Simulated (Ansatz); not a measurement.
# C2H6Cl2Si (dichlorodimethylsilane) at B3LYP/def2-SVP

What is the electronic atomisation energy of C2H6Cl2Si (dichlorodimethylsilane) at B3LYP/def2-SVP? 

Program for the calculation: Ansatz 0.2.0.

81 further runs of the same task are left out: 81 set aside as unsound or not needed.

### Step 1. Starting point

The species is C2H6Cl2Si (11 atoms), meant as a singlet with charge 0. As SMILES, `C[Si](C)(Cl)Cl`. The coordinates come from a PBE0-D4/def2-TZVP relaxation.

Bond lengths: C1–Si2 1.851 Å, Si2–C3 1.851 Å, Si2–Cl4 2.058 Å, Si2–Cl5 2.058 Å, C1–H6 1.093 Å, C1–H7 1.091 Å, C1–H8 1.093 Å, C3–H9 1.093 Å, C3–H10 1.091 Å, C3–H11 1.093 Å. Some angles: C1–Si2–C3 114.5°, C1–Si2–Cl4 108.6°, C1–Si2–Cl5 108.6°, C3–Si2–Cl4 108.6°, C3–Si2–Cl5 108.6°, Cl4–Si2–Cl5 107.7°, Si2–C1–H6 110.3°, Si2–C1–H7 110.5°, Si2–C1–H8 110.3°, Si2–C3–H9 110.3°.

### Step 2. A single-point energy at B3LYP/def2-SVP

Input file job.yaml:

```yaml
crystal:
  periodic: [false, false, false]
  atoms:
    - {symbol: C, position_ang: [-1.474780, 0.260330, 0.569630]}
    - {symbol: Si, position_ang: [0.049440, 0.400780, -0.470390]}
    - {symbol: C, position_ang: [1.413930, -0.753620, 0.009340]}
    - {symbol: Cl, position_ang: [-0.457830, 0.039560, -2.432040]}
    - {symbol: Cl, position_ang: [0.750400, 2.332220, -0.351670]}
    - {symbol: H, position_ang: [-1.240880, 0.476080, 1.614990]}
    - {symbol: H, position_ang: [-2.234960, 0.966850, 0.231850]}
    - {symbol: H, position_ang: [-1.886320, -0.749770, 0.503510]}
    - {symbol: H, position_ang: [1.724400, -0.565080, 1.039920]}
    - {symbol: H, position_ang: [2.278000, -0.616910, -0.643230]}
    - {symbol: H, position_ang: [1.078600, -1.790430, -0.071900]}
basis:
  gaussian:
    orbitals: def2-SVP
hamiltonian:
  xc: {name: B3LYP}
accuracy: high
output: {orbitals: {seedname: orbitals}}
```

On the command line:

```sh
$ ansatz run job.yaml --threads 1 --pin off --max-ram 3480MiB --events-out events.jsonl --progress --plain --runs-dir runs
```

Output:

```text
Warning: RAYON_NUM_THREADS=1 ignored (pool sized by the plan → 1); use --threads N
Functional definition: B3LYP
  name "B3LYP"
  parameter a0 = 0.2
  parameter ax = 0.72
  parameter ac = 0.81
  exchange = (1 - a0 - ax)*slater_x + ax*b88_x + a0*exact_x
  correlation = (1 - ac)*vwn_rpa_c + ac*lyp_c
2521 factors; integrals over basis functions are off by at most 7.6e-9 eV
mean field evaluation 1: about -35078.6856 eV, gradient 6.2e1 eV
mean field evaluation 2: about -35075.1969 eV, gradient 6.8e1 eV
mean field evaluation 4: about -35087.7024 eV, gradient 2.4e0 eV
mean field evaluation 8: about -35087.9063 eV, gradient 1.2e-1 eV
mean field evaluation 16: about -35087.9064 eV, gradient 8.7e-6 eV
mean field -35087.90637319 eV, -1289.4567757775 hartree, gradient 3.3e-8 eV, S^2 0.000000; 0 other end points of the search recorded, 0 dependent functions left out
reference -35087.90641466 eV, -1289.4567773017 hartree; 33, 33 occupied and 79, 79 virtual orbitals, 2521 factors
Total energy: -35087.90641466 eV, -1289.4567773017 hartree
```

It took 17 s on 1 thread of Arm Neoverse V1, shared host; peak memory 0.47 GiB.

### Step 3. The C atom, same level

Input file in.yaml:

```yaml
crystal:
  periodic: [false, false, false]
  atoms:
    - {symbol: C, position_ang: [0.000000, 0.000000, 0.000000]}
basis:
  gaussian:
    orbitals: def2-SVP
magnetization:
  spin_polarized: true
  initial_magnetization: 2
hamiltonian:
  xc: {name: B3LYP}
accuracy: high
```

Run the same way, it converges to -37.81406 Eh (log not shown).

### Step 4. The Cl atom

Input file molecule.yaml:

```yaml
crystal:
  periodic: [false, false, false]
  atoms:
    - {symbol: Cl, position_ang: [0.000000, 0.000000, 0.000000]}
basis:
  gaussian:
    orbitals: def2-SVP
magnetization:
  spin_polarized: true
  initial_magnetization: 1
accuracy: high
hamiltonian:
  xc: {name: B3LYP}
```

Run the same way, it converges to -460.00600 Eh (log not shown).

### Step 5. The H atom

Input file molecule.yaml:

```yaml
crystal:
  periodic: [false, false, false]
  atoms:
    - symbol: H
      position_ang: [0.000000, 0.000000, 0.000000]
basis:
  gaussian:
    orbitals: def2-SVP
hamiltonian:
  xc: {name: B3LYP}
magnetization:
  spin_polarized: true
  initial_magnetization: 1
accuracy: high
```

Run the same way, it converges to -0.50126 Eh (log not shown).

### Step 6. The Si atom at the same level

Input file run.yaml:

```yaml
crystal:
  periodic: [false, false, false]
  atoms:
    - symbol: Si
      position_ang: [0.000000, 0.000000, 0.000000]
basis:
  gaussian: {orbitals: def2-SVP}
magnetization: {spin_polarized: true, initial_magnetization: 2}
hamiltonian: {xc: {name: B3LYP}}
accuracy: high
```

On the command line:

```sh
$ ansatz run run.yaml --threads 1 --pin off --max-ram 3480MiB --events-out events.jsonl --progress --plain --runs-dir runs
```

Output:

```text
Warning: RAYON_NUM_THREADS=1 ignored (pool sized by the plan → 1); use --threads N
Functional definition: B3LYP
  name "B3LYP"
  parameter a0 = 0.2
  parameter ax = 0.72
  parameter ac = 0.81
  exchange = (1 - a0 - ax)*slater_x + ax*b88_x + a0*exact_x
  correlation = (1 - ac)*vwn_rpa_c + ac*lyp_c
134 factors; integrals over basis functions are off by at most 2.5e-9 eV
mean field evaluation 1: about -7872.0331 eV, gradient 2.0e0 eV
mean field evaluation 2: about -7872.0783 eV, gradient 5.5e-1 eV
mean field evaluation 4: about -7872.0820 eV, gradient 1.5e-1 eV
mean field evaluation 8: about -7872.0822 eV, gradient 2.9e-4 eV
mean field evaluation 16: about -7871.9859 eV, gradient 2.8e0 eV
mean field evaluation 32: about -7872.0822 eV, gradient 1.0e-4 eV
mean field -7872.08215133 eV, -289.2936831724 hartree, gradient 4.2e-8 eV, S^2 2.002729; 1 other end points of the search recorded, 0 dependent functions left out
reference -7872.08217320 eV, -289.2936839760 hartree; 8, 6 occupied and 10, 12 virtual orbitals, 134 factors
Total energy: -7872.08217320 eV, -289.2936839760 hartree
```

It took 1.1 s on 1 thread of Arm Neoverse V1, shared host.

### Step 7. Outcome

Level: B3LYP/def2-SVP.

| quantity | value |
| --- | --- |
| molecule: total energy | -1289.45678 Eh |
| molecule: HOMO energy | -8.19 eV |
| molecule: LUMO energy | 1.22 eV |
| molecule: HOMO–LUMO gap | 9.42 eV |
| C atom: total energy | -37.81406 Eh |
| C atom: ⟨S²⟩ | 2.003 |
| Cl atom: total energy | -460.00600 Eh |
| Cl atom: ⟨S²⟩ | 0.752 |
| H atom: total energy | -0.50126 Eh |
| H atom: ⟨S²⟩ | 0.750 |
| Si atom: total energy | -289.29368 Eh |
| Si atom: ⟨S²⟩ | 2.003 |
| electronic atomisation energy | 41.236 eV |

Taking the molecule apart into free atoms costs 41.24 eV (3979 kJ/mol), before zero-point energy and without spin-orbit coupling.
